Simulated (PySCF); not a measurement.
# BiF3 (Bi(F)32+): the cost of one run

Program: PySCF 2.14.0. Level of theory: several levels, as the steps say, no spin–orbit coupling. These are calculated values, not measurements.

3 further runs of the same task are left out: 2 for a known fault of the program, 1 set aside as unsound or not needed.

## (1) Starting geometry

4 atoms, charge 2, spin multiplicity 1.

Bond lengths: Bi1–F2 1.978 Å, Bi1–F3 1.978 Å, Bi1–F4 1.978 Å. Angles: F2–Bi1–F3 117.3°, F2–Bi1–F4 117.3°, F3–Bi1–F4 125.5°.

Geometry (Å):

```xyz
4

Bi   -0.04145   -0.00005    0.00000
F     1.93682   -0.00166    0.00000
F    -0.94595    1.75915    0.00000
F    -0.94941   -1.75744    0.00000
```

Formal oxidation states: Bi +5. An earlier session relaxed this geometry at r2SCAN, Bi def2-SVP with ECP60, F def2-SVP (singlet, point group C2v).

At r2SCAN on the finer grid: E = -512.813468 Eh, HOMO -24.41 eV, LUMO -22.49 eV, Mulliken charge on Bi1 +2.18 e, largest force component 0.055 eV/Å. 

Levels to run: B3LYP; CAM-B3LYP; TPSSh; TPSS; r2SCAN, TZVP; r2SCAN, x2c-SVP. Hardware: 2 threads of Intel Xeon Platinum 8259CL at 2.50GHz (Skylake/Cascade Lake), shared host.

## (2) B3LYP

File run.py (the lines that set the calculation):

```python
mol = gto.M(atom='''
Bi    -0.04145    -0.00005     0.00000
F      1.93682    -0.00166     0.00000
F     -0.94595     1.75915     0.00000
F     -0.94941    -1.75744     0.00000''',
    basis={'Bi': 'def2-SVP', 'F': 'def2-SVP'},
    ecp={'Bi': 'def2-SVP'},
    charge=2, spin=0)
mf = dft.RKS(mol, xc='B3LYP')
mf.grids.atom_grid = (75, 302)
mf = mf.density_fit()  # fitting sets: Bi def2-universal-JKFIT, F def2-universal-JKFIT
mf.conv_tol = 1e-08; mf.max_cycle = 55
mf.kernel(dm0)  # dm0: the density of the relaxed state
```

Command:

```console
> OMP_NUM_THREADS=2 python run.py
```

**Question.** How long does this run take on 2 threads of Intel Xeon Platinum 8259CL at 2.50GHz (Skylake/Cascade Lake), shared host?

About 2.6 s.
